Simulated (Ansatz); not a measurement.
**NH₂Br (triplet): wave-function methods side by side at distance Br1–H2 along a hydrogen transfer = 1.421 Å, cc-pVTZ**

Aim: climb from Hartree-Fock through coupled cluster and multireference methods for NH₂Br (triplet) at one geometry and basis, and see what each rung misses.

Method: cc-pVTZ, core rule «outside noble gas», up to 15 orbitals frozen; program: Ansatz 0.2.0, Gaussian basis.

The runs, in order: UHF; CCSD(T) on ROHF; CCSD(T) on UHF; BCCD(T) on ROHF; CCSDT(Q) on ROHF; CCSDT(Q) on UHF; CASSCF and NEVPT2, 4 electrons in 4 orbitals; CASSCF and NEVPT2, 14 electrons in 10 orbitals.

### 1 The geometry

The geometry derives from fragments relaxed apart (PBE0/def2-TZVP) and kept rigid, so it is no stationary point. A hydrogen atom is moved between rigid fragments. No spin-orbit coupling is included. The filled d shell of Br may be among the frozen orbitals whatever the setting's name suggests; the logs give the count.

4 atoms, charge 0, spin multiplicity 3.

Atoms are counted from 1 here; the program's logs count them from 0.

Bond lengths: Br1–H2 1.421 Å, N3–H4 1.040 Å.

In the tables R marks a restricted open-shell determinant and U an unrestricted one; 'pair' is the active space of 4 electrons in 4 orbitals; 'valence' is the active space of 14 electrons in 10 orbitals; correlation energies count from the lowest restricted Hartree-Fock solution.

### 2 UHF

File in.yaml:

```yaml
crystal:
  periodic: [false, false, false]
  atoms:
    - {symbol: Br, position_ang: [-2.014420, 0.251057, 0.000000]}
    - {symbol: H, position_ang: [-0.593820, 0.251057, 0.000000]}
    - {symbol: N, position_ang: [1.169580, 0.251057, 0.000000]}
    - {symbol: H, position_ang: [1.438661, -0.753170, 0.000000]}
basis:
  gaussian: {orbitals: cc-pVTZ}
magnetization: {spin_polarized: true, initial_magnetization: 2}
hamiltonian: {xc: hf}
output: {orbitals: {seedname: orbitals}}
```

Command:

```
ansatz run in.yaml --threads 1 --pin off --events-out ev --progress --plain --max-ram 2816MiB --backend cpu
```

The runs that follow: CCSD(T) on ROHF; CCSD(T) on UHF; BCCD(T) on ROHF; CCSDT(Q) on ROHF; CCSDT(Q) on UHF; CASSCF and NEVPT2, 4 electrons in 4 orbitals; CASSCF and NEVPT2, 14 electrons in 10 orbitals.

Before running them: what should the planned runs give, taken together? Wanted: correlation energy, UCCSDT(Q); RMP2 from UCCSDT(Q); UMP2 from UCCSDT(Q); RCCSD from UCCSDT(Q); RCCSD(T) from UCCSDT(Q); UCCSD(T) from UCCSDT(Q); RCCSDT(Q) from UCCSDT(Q); NEVPT2 pair from UCCSDT(Q); NEVPT2 valence from UCCSDT(Q).

As calculated:

```
                                      quantity                                                   value
                 correlation energy, UCCSDT(Q)                                             -10.1835 eV
                           RMP2 from UCCSDT(Q)                                           +127.9 kJ/mol
                           UMP2 from UCCSDT(Q)                                           +129.1 kJ/mol
                          RCCSD from UCCSDT(Q)                                            +33.5 kJ/mol
                       RCCSD(T) from UCCSDT(Q)                                             +3.8 kJ/mol
                       UCCSD(T) from UCCSDT(Q)                                             +3.6 kJ/mol
                      RCCSDT(Q) from UCCSDT(Q)                                             +0.2 kJ/mol
                    NEVPT2 pair from UCCSDT(Q)                                           +127.7 kJ/mol
                 NEVPT2 valence from UCCSDT(Q)                                           +175.6 kJ/mol
levels of the table within 1 kcal/mol (43 meV)  RCCSD(T), UCCSD(T), BCCD(T), RCCSDT, UCCSDT, RCCSDT(Q)
                                 T1 diagnostic                                                   0.015
                effectively unpaired electrons                                                    2.01
```

**Reading.** RCCSD(T) misses by +3.8 kJ/mol, 0.4 % of the correlation energy. One determinant dominates. Of the multireference levels listed NEVPT2 pair comes nearest in total energy (+127.7 kJ/mol), which doesn't show that its space is the better one. These misses are within one basis, not against nature; the frozen cores of restricted and unrestricted runs differ, which can shift their rows.
